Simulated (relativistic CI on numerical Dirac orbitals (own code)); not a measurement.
# C⁺: one ion under different settings

Aim: see what numerical and physical settings do to the SCF, the total energy and the lowest levels of C⁺.

The numbers are computed with relativistic CI on numerical Dirac orbitals (own code) version 3 (Dirac-Coulomb-Breit CI, KLI orbitals optimised for each configuration, model QED (radiative potential, 1s self-energy scaled to tabulated hydrogen-like ionisation energies), numerical settings as typed), except any that are marked as measured or tabulated.

### Step 1. Starting point

```
ion            : C⁺ (C II)
nuclear charge : 6
electrons      : 5
isotope        : A = 12
```

### Step 2. The usual input

Settings of the run:

```ini
atom C  Z=6  charge=1  electrons=5
nucleus A=12  rms_radius_fm=2.4702
hamiltonian dirac-coulomb  breit=on  qed=on  c_scale=1
orbitals kli  potential=per-configuration
slater_scale 1
correlation none
mixing on
grid step=0.0125 r_max=34.5
scf mixing=0.4 start=green max_iterations=150 tolerance=2e-08 node_fill=0.05
configurations
  [He] 2s2 2p
  [He] 2s 2p2
end
```

Launch:

```bash
python run_levels.py task.json out
```

One command runs all members of the session, one after another, from task.json.

### Step 3. QED terms off

The settings differ from step 2 so:

```diff
@@ -2,3 +2,3 @@
 nucleus A=12  rms_radius_fm=2.4702
-hamiltonian dirac-coulomb  breit=on  qed=on  c_scale=1
+hamiltonian dirac-coulomb  breit=on  qed=off  c_scale=1
 orbitals kli  potential=per-configuration
```

### Step 4. Iteration limit 20

Settings of the run:

```ini
atom C  Z=6  charge=1  electrons=5
nucleus A=12  rms_radius_fm=2.4702
hamiltonian dirac-coulomb  breit=on  qed=on  c_scale=1
orbitals kli  potential=per-configuration
slater_scale 1
correlation none
mixing on
grid step=0.0125 r_max=34.5
scf mixing=0.4 start=green max_iterations=20 tolerance=2e-08 node_fill=0.05
configurations
  [He] 2s2 2p
  [He] 2s 2p2
end
```

### Step 5. Start potential previous, tolerance 0.0001, QED terms off

Settings of the run:

```ini
atom C  Z=6  charge=1  electrons=5
nucleus A=12  rms_radius_fm=2.4702
hamiltonian dirac-coulomb  breit=on  qed=off  c_scale=1
orbitals kli  potential=per-configuration
slater_scale 1
correlation none
mixing on
grid step=0.0125 r_max=34.5
scf mixing=0.4 start=previous max_iterations=150 tolerance=0.0001 node_fill=0.05
configurations
  [He] 2s2 2p
  [He] 2s 2p2
end
```

### Step 6. Breit term off

Settings of the run:

```ini
atom C  Z=6  charge=1  electrons=5
nucleus A=12  rms_radius_fm=2.4702
hamiltonian dirac-coulomb  breit=off  qed=on  c_scale=1
orbitals kli  potential=per-configuration
slater_scale 1
correlation none
mixing on
grid step=0.0125 r_max=34.5
scf mixing=0.4 start=green max_iterations=150 tolerance=2e-08 node_fill=0.05
configurations
  [He] 2s2 2p
  [He] 2s 2p2
end
```

### Step 7. Node fill 50

Settings of the run:

```ini
atom C  Z=6  charge=1  electrons=5
nucleus A=12  rms_radius_fm=2.4702
hamiltonian dirac-coulomb  breit=on  qed=on  c_scale=1
orbitals kli  potential=per-configuration
slater_scale 1
correlation none
mixing on
grid step=0.0125 r_max=34.5
scf mixing=0.4 start=green max_iterations=99 tolerance=2e-08 node_fill=50
configurations
  [He] 2s2 2p
  [He] 2s 2p2
end
```

### Step 8. Nuclear radius 24.702

Settings of the run:

```ini
atom C  Z=6  charge=1  electrons=5
nucleus A=12  rms_radius_fm=24.7020
hamiltonian dirac-coulomb  breit=on  qed=on  c_scale=1
orbitals kli  potential=per-configuration
slater_scale 1
correlation none
mixing on
grid step=0.0125 r_max=34.5
scf mixing=0.4 start=green max_iterations=59 tolerance=2e-08 node_fill=0.05
configurations
  [He] 2s2 2p
  [He] 2s 2p2
end
```

(Steps that only read results are left out.)

What does the calculation give? Wanted: lowest level, usual settings; total energy; first excitation.

As calculated:

| setting | total energy less usual (Ha) | largest shift of a level among the lowest eight of both runs, same label and place (cm⁻¹) | SCF iterations | time | lowest level | kind of change |
| --- | --- | --- | --- | --- | --- | --- |
| usual | 0 | 0 | 18 | 0.064 s | 2p 2P°1/2 | - |
| QED terms off | -0.00167 | 10.5 | 18 | 0.033 s | 2p 2P°1/2 | model term |
| iteration limit 20 | 0 | 0 | 18 | 0.061 s | 2p 2P°1/2 | numerical |
| start potential previous, tolerance 0.0001, QED terms off | -0.00167 | 11.1 | 10 | 0.028 s | 2p 2P°1/2 | model term |
| Breit term off | -0.0028 | 27.8 | 18 | 0.06 s | 2p 2P°1/2 | model term |
| node fill 50 | 0.0631 | 10300 | 20 | 0.063 s | 2p 2P°1/2 | unsound |
| nuclear radius 24.702 | 0.000347 | 1.95 | 18 | 0.074 s | 2p 2P°1/2 | unsound |

```
                    quantity        value
lowest level, usual settings    2p 2P°1/2
                total energy  -37.3027 Ha
            first excitation    63.4 cm⁻¹
```

What this shows: Among the runs whose levels can be followed, they move most under «node fill 50» (unsound), by up to 10300 cm⁻¹. No visible change in the result comes from «iteration limit 20». Only the listed configurations are in the model. In a near-neutral ion this small CI can misplace whole configurations by 10,000 cm⁻¹ or more.
